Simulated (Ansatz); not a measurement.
# LiSe4: the cost of one run

Computed with Ansatz 0.2.0 (DFT PBE+D3(BJ), scalar-relativistic, plane waves, PAW, unless a step's input says otherwise).

## (1) The system as given

Symmetry: P4/mmm, No. 123, tetragonal system. The conventional cell has a = 5.378 Å, b = 5.378 Å, c = 2.673 Å, α = 90.00°, β = 90.00°, γ = 90.00°. Li (site symmetry 4/mmm) has 8 Se at 2.32 Å as nearest neighbours. Se (site symmetry m2m) is surrounded by 2 Li at 2.32 Å.

Coordinates:

```cif
data_structure
_symmetry_space_group_name_H-M 'P4/mmm'
_symmetry_Int_Tables_number 123
_cell_length_a 5.3775
_cell_length_b 5.3775
_cell_length_c 2.6730
_cell_angle_alpha 90.000
_cell_angle_beta 90.000
_cell_angle_gamma 90.000
_cell_volume 77.30
loop_
_atom_site_label
_atom_site_type_symbol
_atom_site_symmetry_multiplicity
_atom_site_Wyckoff_symbol
_atom_site_fract_x
_atom_site_fract_y
_atom_site_fract_z
_atom_site_occupancy
Li1 Li 1 d 0.50000 0.50000 0.50000 1
Se1 Se 4 j 0.25000 0.75000 0.00000 1
```

The cell is invented: Li between sheets of the Se type, stage 1 (P4/mmm, No. 123). Lengths come from tabulated atomic sizes and are only a guess.

## (2) Probe: one point on a coarse mesh

Input file input.yaml:

```yaml
crystal:
  lattice:
    - [5.377524, 0.0, 0.0]
    - [0.0, 5.377524, 0.0]
    - [0.0, 0.0, 2.67301736]
  atoms:
    - { symbol: Li, position: [0.5, 0.5, 0.5] }
    - { symbol: Se, position: [0.25, 0.75, 0.0] }
    - { symbol: Se, position: [0.25, 0.25, 0.0] }
    - { symbol: Se, position: [0.75, 0.75, 0.0] }
    - { symbol: Se, position: [0.75, 0.25, 0.0] }
basis:
  ecutwfc: 420
kpoints:
  mp_grid: { grid: [4, 4, 6] }
hamiltonian:
  xc: pbe
  dispersion: d3bj
scf:
  occupations: { method: gaussian, width: 0.1 }
  lower_state_search: "off"
output:
  forces: true
  stress: true
  eigenvalues: true
```

On the command line:

```bash
$ ansatz run input.yaml --threads 1 --pin off --max-ram 2048MiB --backend cpu --events-out ev --progress --plain --runs-dir out
```

What time and memory should one allow on 1 thread of Intel Xeon 6975P-C (Granite Rapids), shared host?

About 2.1 s, with a peak of 0.38 GiB.
